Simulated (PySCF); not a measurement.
# The bond of NaHg+, level by level

One table from this session's results is given with a row withheld; the runs are named, their logs left out.

Method: Na def2-SVP, Hg def2-SVP with ECP60, scalar-relativistic core potentials; program: PySCF 2.14.0.

Set-up of the first run:

Settings of the job:

```
atoms                         : Na, Hg
charge                        : 1
basis                         : Na def2-SVP, Hg def2-SVP with ECP60
Hamiltonian                   : scalar-relativistic core potentials
basis functions               : 47
electrons treated             : 30
masses in u                   : 22.9898, 201.9706
levels                        : PBE0, PBE, r²SCAN, M06-2X, B97-3, B3LYP, HF, MP2, SCS-MP2, CCSD, CCSD(T)
grid                          : 80 radial by 434 angular points
occupations                   : held fixed by the projection of orbital angular momentum
dissociation limit            : Na+ + Hg, each in its ground configuration
starting distance in angstrom : 3.050
values of 2S to try           : 0, 2
```

Run with:

```console
OMP_NUM_THREADS=1 python dia.py task.json out
```

Among the steps run: Input; PBE0 along the bond; Higher solutions at PBE0; PBE (GGA); r²SCAN (meta-GGA); M06-2X (hybrid meta-GGA); B97-3 (global hybrid GGA); B3LYP; RHF (mean field); Correlated methods on the Hartree–Fock reference.

One table of the session follows, with a row left open; its other results are not shown here.

| level | Re (Å) | ωe (cm⁻¹) | De (eV) |
| --- | --- | --- | --- |
| RHF | 3.220 | 100.3 | 0.315 |
| RHF-MP2 | 3.126 | 108.4 | 0.297 |
| RHF-SCS-MP2 | 3.137 | 107.3 | 0.296 |
| RHF-CCSD | 3.149 | 107.7 | 0.318 |
| RHF-CCSD(T) | 3.148 | 108.1 | 0.319 |
| PBE | ? | ? | ? |
| r²SCAN | 3.076 | 111.2 | 0.340 |
| B3LYP | 3.084 | 111.0 | 0.343 |
| PBE0 | 3.083 | 111.3 | 0.343 |
| B97-3 | 3.147 | 100.0 | 0.310 |
| M06-2X | 3.096 | 101.9 | 0.321 |

**Question.** Estimate the row for PBE.

As computed: Re (Å): 3.075; ωe (cm⁻¹): 112.1; De (eV): 0.354. In the column «Re (Å)» it is the lowest.

De is counted to Na+ + Hg in their ground configurations.
